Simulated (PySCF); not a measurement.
# CoO₃⁻: relaxation and vibrations of the triplet

Aim: relax CoO₃⁻ as a triplet from a hand-made side-on plus terminal geometry, check by its vibrations whether the end is a minimum, and collect its spectrum and constants.

Method: B3LYP, basis Co def2-SVPD, O def2-SVPD, no relativity, density fitting; program: PySCF 2.14.0.

## 1. Starting geometry

4 atoms, charge -1, spin multiplicity 3.

Bond lengths: Co1–O2 1.792 Å, Co1–O3 1.792 Å, Co1–O4 1.667 Å, O2–O3 1.440 Å. Angles: O2–Co1–O3 47.4°, O2–Co1–O4 156.3°, O3–Co1–O4 156.3°, Co1–O2–O3 66.3°, Co1–O3–O2 66.3°.

```xyz
4
charge -1 multiplicity 3
Co    0.0000    0.0000    0.0000
O     0.7200    0.0000    1.6412
O    -0.7200    0.0000    1.6412
O     0.0000    0.0000   -1.6667
```

## 2. Finding the electronic state

One driver script runs all steps and calls PySCF; scf.py shows how it sets up the SCF of each step. The optimiser is the driver's own. After this first run the driver tries any further starts and a stability analysis.

Input file scf.py:

```python
from pyscf import gto, scf, dft
mol = gto.M(atom='''
Co     0.000000     0.000000     0.000000
O      0.720000     0.000000     1.641200
O     -0.720000     0.000000     1.641200
O      0.000000     0.000000    -1.666700''',
    basis={'Co': 'def2-SVPD', 'O': 'def2-SVPD'},
    charge=-1, spin=2)
mf = dft.UKS(mol, xc='B3LYP')
mf.grids.atom_grid = (50, 194)
aux = {'Co': 'def2-universal-JKFIT', 'O': 'def2-universal-JKFIT'}
mf = mf.density_fit(auxbasis=aux)
mf.conv_tol = 1e-08
mf.diis_space = 10
mf.max_cycle = 60
mf.init_guess = 'minao'
mf.verbose = 4
mf.kernel()
```

The run is started by

```sh
> OMP_NUM_THREADS=2 python axn.py task.json out
```

After this run come: Side-on plus terminal start, triplet: relaxation; Vibrations and properties at this point.

What does the calculation give? Wanted: minimum; geometry; wavenumbers; dipole moment; highest occupied, lowest empty level; polar-tensor charge of Co1; zero-point energy; ⟨S²⟩.

**Answer**, as computed:

```
                                          quantity                                                                                              value
                                           minimum                                                                                       triplet, C2v
                                          geometry  Co–O 1.664 Å, Co–O 1.826 Å (×2), O–O 1.409 Å; Co–O–O 67.3° (×2), O–Co–O 45.4°, O–Co–O 157.3° (×2)
                                wavenumbers (cm⁻¹)                                         100 (b2), 145 (b1), 503 (a1), 503 (b2), 865 (a1), 969 (a1)
                    dipole moment (centre of mass)                                                                                             1.54 D
highest occupied, lowest empty level (either spin)                                                                                     -1.09, 1.77 eV
                        polar-tensor charge of Co1                                                                                            +0.51 e
                                 zero-point energy                                                                                        18.4 kJ/mol
                               entropy at 298.15 K                                                                                    303.8 J/(mol K)
                                              ⟨S²⟩                                                                                              2.086
```

The side-on plus terminal start keeps its C2v symmetry and ends in a minimum. The strongest infrared band lies at 969 cm⁻¹ (a1). Most of the spin sits on Co1 (Mulliken spin 1.84, against 2 for the whole molecule). Other starts or spin states, not run here, may lie lower. One determinant may miss the lowest occupation of an open d or f shell.
